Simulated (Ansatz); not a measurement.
# C4H8Cl2F2Si2: a ladder of functionals and wavefunction methods

An exercise on one series of results from a longer session: the logs are not shown, and one member is left open.

Computed with Ansatz 0.2.0, Gaussian basis. Level: functionals in def2-TZVPP, the program's frozen cores in correlated methods.

Levels to be run: LDA (SPW92), PBE-D4, revPBE-D4, BLYP-D4, r2SCAN-D4, B97M-V, PBE0-D4, B3LYP-D4, r2SCANh-D4, r2SCAN0-D4, HSE06-D4, BHLYP-D4, CAM-B3LYP-D4, LC-ωPBE, ωB97X-V, ωB97M-V, B2PLYP, PBE-QIDH; CCSD(T)/def2-SVP; CCSD(T)/def2-TZVPP; MP2/def2-QZVPP; extrapolation to the limit; RPA on PBE.

**Structure used throughout**

An earlier PBE0-D4 in a triple-zeta def2 set relaxation fixed the geometry.

SMILES `C[Si](C)(Cl)/C=C\[Si](F)(F)Cl`, 18 atoms, charge 0, spin multiplicity 1.

Atoms are counted from 1 here; the program's logs count them from 0.

Bond lengths: C1–Si2 1.857 Å, C1–H11 1.092 Å, C1–H12 1.093 Å, C1–H13 1.092 Å, Si2–C3 1.859 Å, Si2–Cl4 2.076 Å, Si2–C5 1.883 Å, C3–H14 1.092 Å, C3–H15 1.091 Å, C3–H16 1.093 Å, C5–C6 1.338 Å, C5–H17 1.092 Å, C6–Si7 1.831 Å, C6–H18 1.091 Å, Si7–F8 1.580 Å, Si7–F9 1.585 Å, Si7–Cl10 2.026 Å. Angles: Si2–C1–H11 110.8°, Si2–C1–H12 110.3°, Si2–C1–H13 110.2°, H11–C1–H12 108.3°, H11–C1–H13 108.6°, H12–C1–H13 108.6°, C1–Si2–C3 113.5°, C1–Si2–Cl4 107.8°, C1–Si2–C5 111.4°, C3–Si2–Cl4 107.1°, C3–Si2–C5 113.1°, Cl4–Si2–C5 103.3°, Si2–C3–H14 110.9°, Si2–C3–H15 111.8°, Si2–C3–H16 109.2°, H14–C3–H15 108.7°, H14–C3–H16 108.2°, H15–C3–H16 108.0° and more.

Set-up of the first run:

in.yaml reads:

```yaml
crystal:
  periodic: [false, false, false]
  atoms:
    - {symbol: C, position_ang: [-0.257358, -2.193692, -0.524462]}
    - {symbol: Si, position_ang: [-0.840753, -0.773039, 0.519901]}
    - {symbol: C, position_ang: [0.308079, -0.364465, 1.922740]}
    - {symbol: Cl, position_ang: [-2.661175, -1.309439, 1.360544]}
    - {symbol: C, position_ang: [-1.276845, 0.722977, -0.536493]}
    - {symbol: C, position_ang: [-0.485131, 1.653214, -1.082304]}
    - {symbol: Si, position_ang: [1.341605, 1.747045, -1.004937]}
    - {symbol: F, position_ang: [1.896823, 2.343136, -2.358674]}
    - {symbol: F, position_ang: [1.992070, 0.312008, -0.829891]}
    - {symbol: Cl, position_ang: [2.030437, 2.913317, 0.502328]}
    - {symbol: H, position_ang: [-0.985479, -2.427488, -1.303672]}
    - {symbol: H, position_ang: [-0.118209, -3.084768, 0.092320]}
    - {symbol: H, position_ang: [0.694890, -1.946503, -0.999109]}
    - {symbol: H, position_ang: [-0.056433, 0.497063, 2.485362]}
    - {symbol: H, position_ang: [1.318688, -0.150623, 1.570242]}
    - {symbol: H, position_ang: [0.361386, -1.217880, 2.603318]}
    - {symbol: H, position_ang: [-2.348682, 0.834000, -0.710317]}
    - {symbol: H, position_ang: [-0.951411, 2.456441, -1.655096]}
basis:
  gaussian: {orbitals: def2-TZVPP}
hamiltonian: {xc: lda}
output: {orbitals: {seedname: orbitals}}
```

Steps of the session up to this table: LDA; PBE-D4 (GGA); revPBE-D4 (GGA); BLYP-D4 (GGA); r2SCAN-D4 (meta-GGA); B97M-V (meta-GGA); PBE0-D4 (hybrid); B3LYP-D4 (hybrid); r2SCANh-D4 (hybrid); r2SCAN0-D4 (hybrid); HSE06-D4 (hybrid); BHLYP-D4 (hybrid); CAM-B3LYP-D4 (range-separated); LC-ωPBE (range-separated); ωB97X-V (range-separated); ωB97M-V (range-separated); B2PLYP (double hybrid); PBE-QIDH (double hybrid).

One table of the session follows, with a row left open; its other results are not shown here.

It belongs to the step «Frontier levels by functional». 

```
  functional  HOMO (eV)  LUMO (eV)  gap (eV)
 LDA (SPW92)          ?          ?         ?
      PBE-D4      -7.18      -2.63      4.56
   revPBE-D4      -7.12      -2.52      4.60
     BLYP-D4      -7.04      -2.44      4.60
   r2SCAN-D4      -7.48      -2.49      4.99
      B97M-V      -7.54      -2.43      5.11
     PBE0-D4      -8.45      -1.72      6.73
    B3LYP-D4      -8.21      -1.89      6.33
  r2SCANh-D4      -7.94      -2.16      5.79
  r2SCAN0-D4      -8.63      -1.65      6.98
    HSE06-D4      -8.05      -2.10      5.95
    BHLYP-D4      -9.51      -0.64      8.87
CAM-B3LYP-D4      -9.78      -0.56      9.22
     LC-ωPBE     -11.15       0.54     11.69
     ωB97X-V     -10.78       0.47     11.25
     ωB97M-V     -10.64       0.36     11.01
```

Estimate the missing values for LDA (SPW92).

The run gave: HOMO (eV): -7.33; LUMO (eV): -2.89; gap (eV): 4.44. In the column «HOMO (eV)» it lies between r2SCAN-D4 (-7.48) and PBE-D4 (-7.18).
